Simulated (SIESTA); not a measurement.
The system is HfB.

```
Hf B
1.0
     0.00000    2.31000    2.31000
     2.31000    0.00000    2.31000
     2.31000    2.31000    0.00000
Hf B
1 1
Direct
  0.50000 0.50000 0.50000
  0.00000 0.00000 0.00000
```

Base run:

```yaml
Program: SIESTA 5.4.2
Functional: vdW-DF-C09
Potentials_or_basis: PseudoDojo 0.4 standard (PBE files)
Basis: DZP (energy shift 0.003 Ry; two zetas on semicore shells)
Grid_cutoff: 800 Ry
Energy_shift: 0.003 Ry
k_mesh: 10 × 10 × 10
Occupations: fermi-dirac, width 0.05 eV
Spin: no spin polarisation
```

Its results: band gap on the k mesh none (metal or under the smearing width); pressure 26.6 GPa.

Problem. After a change of settings the same cell gave: band gap on the k mesh none (metal or under the smearing width); pressure 36.9 GPa. Which change was it?
A. functional from vdW-DF-C09 to vdW-DF-cx
B. functional from vdW-DF-C09 to vdW-DF
C. functional from vdW-DF-C09 to optB88-vdW
D. functional from vdW-DF-C09 to vdW-DF2

Solution. B.

Caveats: short orbitals over semicore shells can move pressures by several GPa; the potentials were made for another functional, which shifts forces and pressure; spin-orbit coupling is left out, which moves the levels of the heavy elements; the basis of atomic orbitals isn't converged, which shifts pressures, moduli and gaps; a pressure of tens of GPa on the cell as given is suspect, and the run, the potentials or the cell itself is likely at fault (some runs).

Runs at the PBE level aren't shown here.
